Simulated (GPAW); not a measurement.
# MoSe in GPAW: convergence with convergence criteria

MoSe:

```
CELL_PARAMETERS angstrom
3.50023 0.00000 0.00000
0.00000 3.50023 0.00000
0.00000 0.00000 3.50023
ATOMIC_POSITIONS crystal
Mo 0.00000 0.00000 0.00000
Se 0.50000 0.50000 0.50000
```

The cell was built by a generator and needn't be a form met in nature.

* Program: GPAW 26.7.0
* Task: convergence study
* Functional: PBE
* Potentials or basis: GPAW PAW data sets (gpaw-data 1.2.1)
* Cutoff: 600 eV
* Basis: pw
* k mesh: 8 × 8 × 8
* Occupations: fermi-dirac, width 0.05 eV
* Spin: no spin polarisation

These are the settings of the first run; the series varies convergence criteria, with any setting tied to it.

Hardware: 1 thread of Intel(R) Xeon(R) 6975P-C (Granite Rapids) (shared host).

| convergence criteria | energy less the tightest run, at zero smearing (meV/atom) | SCF cycles | CPU time (s) | peak memory (GiB) |
| --- | --- | --- | --- | --- |
| density=0.001 energy=0.01 eigenstates=0.0001 | 0.00 | 7 | 6 | 0.16 |
| default | 0.00 | 9 | 7.5 | 0.16 |
| density=1e-05 energy=1e-05 | 0.00 | 10 | 7.7 | 0.16 |
| density=1e-05 forces=0.0001 | 0.00 | 11 | 8.2 | 0.16 |
| density=1e-06 energy=1e-06 eigenstates=1e-10 | 0.00 | 11 | 8.3 | 0.16 |

Against the tightest run, the energy stays within 1 meV/atom from density=0.001 energy=0.01 eigenstates=0.0001 on. The tightest run that finished is the yardstick and may itself not be fully converged.
